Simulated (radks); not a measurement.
# Si⁺ with its nuclear charge varied continuously

The task here is to estimate one member of a computed series from the others.

The numbers are computed with radks (a radial shooting solver on a logarithmic mesh, Libxc functionals) version 1 (non-relativistic Kohn-Sham, PBE, spin-polarised, spherical densities, point nucleus; open shells are filled with parallel spins first), except any that are marked as measured or tabulated.

### The system

- element: silicon (Z = 14)
- charge: +1
- electrons: 13
- configuration: [Ne] 3s2 3p1

Outer shells as boxes (Hund's rule):

Si⁺
```
[Ne] core
3s [↑↓]
3p [↑ ][  ][  ]
```

The first run:

Input:

```text
Z 14
configuration [Ne] 3s2 3p1
relativity non-relativistic
functional pbe,pbe
spin polarised
nucleus point
```

Among the steps run: Z = 14.

One of the session's tables, all rows but one given; the rest of the session is left out.

It belongs to the step «Z = 14». Radial moments (bohr):

```
  level     <r>  outermost maximum (interpolated)  90 % within  nodes
  2s up       ?                                 ?            ?      ?
2s down  0.5696                             0.456        0.897      1
  2p up  0.5377                             0.388        0.904      0
2p down  0.5377                             0.388        0.903      0
  3s up   2.062                              1.76         3.10      2
3s down   2.060                              1.74         3.11      2
  3p up   2.443                              2.03         3.75      1
3p down   2.471                              2.02         3.82      1
```

Estimate the missing values for 2s up.

As computed: <r>: 0.5696; outermost maximum (interpolated): 0.456; 90 % within: 0.898; nodes: 1.
